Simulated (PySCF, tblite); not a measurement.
# C5H5BrOSSi: geometry, infrared bands and NMR shifts

What infrared bands and NMR shifts should C5H5BrOSSi (`O=C(Br)c1sccc1[SiH3]`) show?

Programs: tblite 0.8.0 and PySCF 2.14.0, with density-fitted response routines of our own. Each step states its level of theory. These are calculated values for one molecule in the gas phase, unless marked as measured. Atoms count from 0, in the outputs and in this text.

## 1. Starting geometry

14 atoms, charge 0, multiplicity 1; geometry from: force field or distance geometry start.

Bonds of the start (Å): O0–C1 1.22, C1–Br2 1.91, C1–C3 1.46, C3–S4 1.72, S4–C5 1.70, C5–C6 1.37, C6–C7 1.42, C7–Si8 1.90, C7–C3 1.39, C5–H9 1.08, C6–H10 1.09, Si8–H11 1.49, Si8–H12 1.50, Si8–H13 1.48.

## 2. Geometry optimisation with GFN2-xTB

The job: settings as JSON, then the geometry in Å.

```
{"job": {"kind": "relax", "xc": "GFN2-xTB", "basis": "xTB"}, "charge": 0, "multiplicity": 1}
O     -2.569800     0.916800     0.148300
C     -1.547500     1.579400     0.156500
Br    -1.822300     3.466900     0.322400
C     -0.196100     1.027100     0.073200
S      1.191700     2.039300     0.122900
C      2.271000     0.730900    -0.020600
C      1.622000    -0.472200    -0.092600
C      0.213200    -0.300500    -0.027100
Si    -0.941100    -1.804600    -0.107400
H      3.339200     0.905800    -0.033800
H      2.142800    -1.423300    -0.178800
H     -1.826000    -1.722800    -1.301900
H     -1.750500    -1.903400     1.147600
H     -0.127200    -3.039700    -0.230800
```

Command:

```
OMP_NUM_THREADS=1 python probes_run.py task.json out
```

The driver reads the jobs from task.json and runs them one after another.

The log of the run:

```text
step      E/eV     max force
  0    -717.17718    2.257
  1    -717.25480    2.074
  2    -717.32963    0.659
  3    -717.37043    0.500
  4    -717.38955    0.496
  5    -717.41518    0.454
  6    -717.43055    0.370
  7    -717.43980    0.248
  8    -717.44343    0.155
  9    -717.44593    0.156
 10    -717.44827    0.153
 11    -717.45062    0.137
 12    -717.45277    0.119
 13    -717.45465    0.130
 14    -717.45637    0.136
 15    -717.45800    0.117
 16    -717.45950    0.096
 17    -717.46080    0.092
 18    -717.46199    0.112
 19    -717.46340    0.116
 20    -717.46534    0.158
 21    -717.46769    0.194
 22    -717.46968    0.162
 23    -717.47083    0.084
 24    -717.47151    0.081
 25    -717.47224    0.091
 26    -717.47306    0.092
 27    -717.47368    0.064
 28    -717.47399    0.046
 29    -717.47419    0.038
 30    -717.47439    0.048
 31    -717.47458    0.043
 32    -717.47469    0.018
 33    -717.47474    0.016
 34    -717.47476    0.014
 35    -717.47478    0.012
 36    -717.47479    0.007
```

Run time: 0.3 s. Hardware: 1 thread of Arm Neoverse V2, shared host.

Step by step: (not every step is listed)

| step | energy from step 0 (eV) | largest force (eV/Å) |
| --- | --- | --- |
| 0 | 0.0000 | 2.2568 |
| 1 | -0.0776 | 2.0737 |
| 2 | -0.1524 | 0.6593 |
| 3 | -0.1933 | 0.5004 |
| 4 | -0.2124 | 0.4961 |
| 5 | -0.2380 | 0.4540 |
| 6 | -0.2534 | 0.3696 |
| 7 | -0.2626 | 0.2475 |
| 8 | -0.2663 | 0.1553 |
| 10 | -0.2711 | 0.1526 |
| 12 | -0.2756 | 0.1191 |
| 14 | -0.2792 | 0.1359 |
| 16 | -0.2823 | 0.0957 |
| 18 | -0.2848 | 0.1123 |
| 20 | -0.2882 | 0.1580 |
| 22 | -0.2925 | 0.1617 |
| 24 | -0.2943 | 0.0806 |
| 26 | -0.2959 | 0.0924 |
| 28 | -0.2968 | 0.0456 |
| 30 | -0.2972 | 0.0479 |
| 31 | -0.2974 | 0.0427 |
| 32 | -0.2975 | 0.0183 |
| 33 | -0.2976 | 0.0164 |
| 34 | -0.2976 | 0.0142 |
| 35 | -0.2976 | 0.0124 |
| 36 | -0.2976 | 0.0073 |

Close pairs (by a distance rule), those that changed most:

```csv
bond,before (Å),after (Å),change (Å)
C1–Br2,1.915,1.969,+0.054
C1–C3,1.462,1.419,-0.043
Si8–H12,1.497,1.458,-0.039
Si8–H11,1.489,1.458,-0.031
O0–C1,1.218,1.195,-0.024
C6–C7,1.421,1.404,-0.016
C3–S4,1.718,1.735,+0.016
Si8–H13,1.484,1.468,-0.016
```

The final coordinates are the input of the step that follows.

## 3. Vibrational analysis with GFN2-xTB

The job: settings as JSON, then the geometry in Å.

```
{"job": {"kind": "ir", "xc": "GFN2-xTB", "basis": "xTB"}, "charge": 0, "multiplicity": 1}
O     -2.461321     0.663260     0.125191
C     -1.508700     1.383592     0.150306
Br    -1.788034     3.326242     0.306568
C     -0.146207     0.993379     0.078103
S      1.202468     2.083670     0.118190
C      2.272316     0.760503    -0.015454
C      1.630396    -0.443380    -0.086401
C      0.231290    -0.332803    -0.034381
Si    -1.040332    -1.730657    -0.099644
H      3.330102     0.941619    -0.034970
H      2.145588    -1.382952    -0.173863
H     -1.861062    -1.566273    -1.292874
H     -1.782561    -1.750950     1.154610
H     -0.224620    -2.945724    -0.217546
```

The log of the run:

```text
mode    cm-1     km/mol
  1      54.4      0.01
  2      89.0      5.08
  3     113.8      0.11
  4     149.9      4.32
  5     178.5      0.03
  6     241.8      0.48
  7     304.1      1.83
  8     333.8     10.13
  9     384.1     17.06
 10     407.7      0.08
 11     471.0     24.10
 12     498.6     22.89
 13     562.9     53.72
 14     585.7     85.78
 15     617.2      9.92
 16     625.6      3.62
 17     737.4    140.19
 18     768.2      5.16
 19     777.5    290.98
 20     805.4    136.52
 21     809.1    278.04
 22     839.2     81.19
 23     851.8      1.85
 24     895.5     34.54
 25    1079.2      1.69
 26    1163.7      6.21
 27    1222.6    202.06
 28    1366.3     22.93
 29    1389.9    162.30
 30    1480.2     30.93
 31    1757.7    394.43
 32    2231.6    349.30
 33    2310.5     95.74
 34    2321.9    310.52
 35    3132.5      9.53
 36    3151.4      3.29
```

It took 0.57 s on 1 thread of Arm Neoverse V2, shared host.

Which atoms move in the most intense modes:

| cm⁻¹ | km/mol | atoms |
| --- | --- | --- |
| 737 | 140.2 | H12 46 %, H11 46 % |
| 778 | 291.0 | C1 24 %, C6 20 %, H13 12 %, H12 10 % |
| 809 | 278.0 | H13 27 %, H11 18 %, H12 17 %, C1 12 % |
| 1223 | 202.1 | C3 49 %, C7 15 %, C1 15 % |
| 1390 | 162.3 | C6 29 %, C3 28 %, C7 28 %, C5 10 % |
| 1758 | 394.4 | C1 61 %, O0 37 % |
| 2232 | 349.3 | H13 97 % |
| 2322 | 310.5 | H11 48 %, H12 47 % |

## 4. Nuclear shieldings: PBE0/pcSseg-1

The job, as its differences from that of step 3:

```diff
@@ -1,2 +1,2 @@
-{"job": {"kind": "ir", "xc": "GFN2-xTB", "basis": "xTB"}, "charge": 0, "multiplicity": 1}
+{"job": {"kind": "nmr", "xc": "PBE0", "basis": "pcSseg-1"}, "charge": 0, "multiplicity": 1}
 O     -2.461321     0.663260     0.125191
```

Method: GIAO PBE0/pcSseg-1 NMR shielding, non-relativistic, gas phase.

The log of the run:

```text
coarse grid: 63504 points
cycle   1  E = -3529.2588821215  dE =  4.457e-01  |g| = 1.046e+00  |ddm| = 4.173e+00
cycle   2  E = -3528.5780437165  dE =  6.808e-01  |g| = 2.044e+00  |ddm| = 2.577e+00
cycle   3  E = -3529.3689237357  dE = -7.909e-01  |g| = 3.758e-01  |ddm| = 2.303e+00
cycle   4  E = -3529.3930399739  dE = -2.412e-02  |g| = 1.459e-01  |ddm| = 5.208e-01
cycle   5  E = -3529.3973559745  dE = -4.316e-03  |g| = 6.637e-02  |ddm| = 2.211e-01
cycle   6  E = -3529.3984330484  dE = -1.077e-03  |g| = 2.037e-02  |ddm| = 9.130e-02
cycle   7  E = -3529.3985377914  dE = -1.047e-04  |g| = 4.402e-03  |ddm| = 2.267e-02
cycle   8  E = -3529.3985409986  dE = -3.207e-06  |g| = 2.086e-03  |ddm| = 5.850e-03
final grid: 130856 points
cycle   9  E = -3529.3985634120  dE =  3.575e-06  |g| = 4.140e-03  |ddm| = 7.610e-03
cycle  10  E = -3529.3985474505  dE =  1.596e-05  |g| = 8.581e-03  |ddm| = 1.477e-02
cycle  11  E = -3529.3985682595  dE = -2.081e-05  |g| = 5.095e-04  |ddm| = 1.005e-02
cycle  12  E = -3529.3985683118  dE = -5.233e-08  |g| = 8.827e-05  |ddm| = 5.159e-04
cycle  13  E = -3529.3985683135  dE = -1.712e-09  |g| = 1.141e-05  |ddm| = 1.062e-04
cycle  14  E = -3529.3985683135  dE = -2.910e-11  |g| = 1.065e-05  |ddm| = 2.697e-05
converged SCF energy = -3529.3985683135

GIAO shielding tensors (ppm)
atom      isotropic    diamagn.    paramagn.     s11        s22        s33       span
  0 O     -229.837     401.477    -631.314   -627.004   -269.703    207.195    834.198
  1 C        9.345     242.562    -233.217    -74.018     42.893     59.161    133.178
  2 Br    1633.337    3123.379   -1490.041    873.392   1193.776   2832.844   1959.453
  3 C       32.680     268.504    -235.824    -34.045     48.342     83.742    117.787
  4 S      216.799    1055.497    -838.698     91.811    178.807    379.780    287.969
  5 C       37.032     261.867    -224.836    -60.427     30.584    140.938    201.364
  6 C       45.810     250.923    -205.113    -31.572     34.039    134.963    166.534
  7 C       30.574     256.150    -225.576    -49.528    -24.522    165.774    215.302
  8 Si     425.979     880.745    -454.766    405.908    421.401    450.629     44.721
  9 H       23.917      30.008      -6.091     21.263     23.534     26.955      5.692
 10 H       24.192      31.468      -7.276     20.369     25.167     27.041      6.672
 11 H       27.119      29.013      -1.894     23.112     26.445     31.800      8.689
 12 H       27.120      29.015      -1.894     23.116     26.442     31.803      8.687
 13 H       27.309      29.270      -1.960     22.681     26.493     32.755     10.074
```

Run time: 47 s. Hardware: 1 thread of Arm Neoverse V2, shared host; peak memory 1.1 GiB.

Shifts follow as δ = σ(reference) − σ, with reference shieldings (ppm) from runs at the same level and on the same kind of geometry: 1H TMS 31.72, 13C TMS 186.9, 29Si TMS 349.2, 17O H2O 336.1, 33S CS2 504, 79Br HBr 2622. The references are single molecules in the gas phase, so shifts against H2O, NH3, PH3, H3PO4 or CFCl3 are not on the usual liquid scales and can be off by tens of ppm. Atoms listed in one row are averaged.

```csv
atoms,environment,σ (ppm),δ (ppm),δ scaled to CDCl3
C1,carbonyl carbon,9.3,177.6,156.6
C7,substituted aromatic carbon,30.6,156.4,150.7
C3,substituted aromatic carbon next to the ring sulfur,32.7,154.2,144.2
C5,aromatic CH next to the ring sulfur,37.0,149.9,140.0
C6,aromatic CH,45.8,141.1,135.8
H9,hydrogen on an aromatic CH next to the ring sulfur,23.92,7.80,7.46
H10,hydrogen on an aromatic CH,24.19,7.52,7.20
"H11, H12, H13",hydrogen on a silicon bonded to C,27.18,4.53,–
O0,carbonyl oxygen,-229.8,565.9,–
Br2,bromine bonded to C,1633,989,–
S4,aromatic ring sulfur,217,287,–
Si8,"silicon bonded to C, 3 H",426.0,-76.8,–
```

The scaled column applies a straight-line fit of computed shieldings to shifts measured in CDCl3, with any fitted terms for Cl, Br or S neighbours (root-mean-square error 0.16 ppm for H, 1.9 ppm for C).

Charges from the same density, by scheme (e):

```
atoms  Mulliken    IAO  Hirshfeld  ESP fit
   O0     -0.33  -0.35      -0.17    -0.32
   C1      0.37   0.31       0.15     0.29
  Br2     -0.17  -0.08      -0.07    -0.08
   C3     -0.38  -0.22      -0.06    -0.13
   S4      0.41   0.40       0.14     0.03
   C5     -0.23  -0.29      -0.05    -0.05
   C6     -0.03  -0.17      -0.06    -0.48
   C7     -0.25  -0.24      -0.08     0.18
  Si8      0.62   0.62       0.30     0.35
```

Mayer bond orders: O0–C1 1.95, C1–Br2 0.98, C1–C3 1.01, C3–S4 1.12, S4–C5 1.20, C5–C6 1.52, C6–C7 1.33, C7–Si8 0.84, C7–C3 1.40.

Ring of atoms C3, S4, C5, C6, C7: NICS(0) -10.9, NICS(1) -11.0, NICS(1)zz -24.6 ppm (means of both faces).

## 5. Results

```
                                                              quantity                                  value
                             strongest single infrared mode (GFN2-xTB)                  1758 cm⁻¹, 394 km/mol
                                          zero-point energy (GFN2-xTB)                          49.6 kcal/mol
                                13C shifts against TMS (PBE0/pcSseg-1)  177.6, 156.4, 154.2, 149.9, 141.1 ppm
1H shifts against TMS (PBE0/pcSseg-1, means over atoms taken as alike)                   7.80, 7.52, 4.53 ppm
                                17O shifts against H2O (PBE0/pcSseg-1)                              565.9 ppm
                               79Br shifts against HBr (PBE0/pcSseg-1)                                989 ppm
                                33S shifts against CS2 (PBE0/pcSseg-1)                                287 ppm
                               29Si shifts against TMS (PBE0/pcSseg-1)                              -76.8 ppm
```

In words: The optimisation took 36 steps and gained 0.298 eV; among the close pairs (by a distance rule), C1–Br2 changed most, from 1.915 to 1.969 Å. All 36 modes are real, so the xTB geometry is a minimum. The strongest single mode, at 1758 cm⁻¹, moves mainly C1 and O0. Unscaled tight-binding wavenumbers are off by several per cent, some by more. Its intensities can rank the bands wrongly. C1 stands next to heavy halogen, whose spin-orbit shielding this run leaves out, so the computed shift lies too far downfield, most of all for carbon beside Br or I. At PBE0/pcSseg-1: Shielding is most anisotropic at Br2 (span 1959 ppm, paramagnetic term -1490 ppm). NICS(1)zz of -25 ppm above the planar ring from C3 marks a diatropic (aromatic) ring current. Spin-orbit coupling is left out, which matters for shieldings and couplings at and beside the heavy atoms.
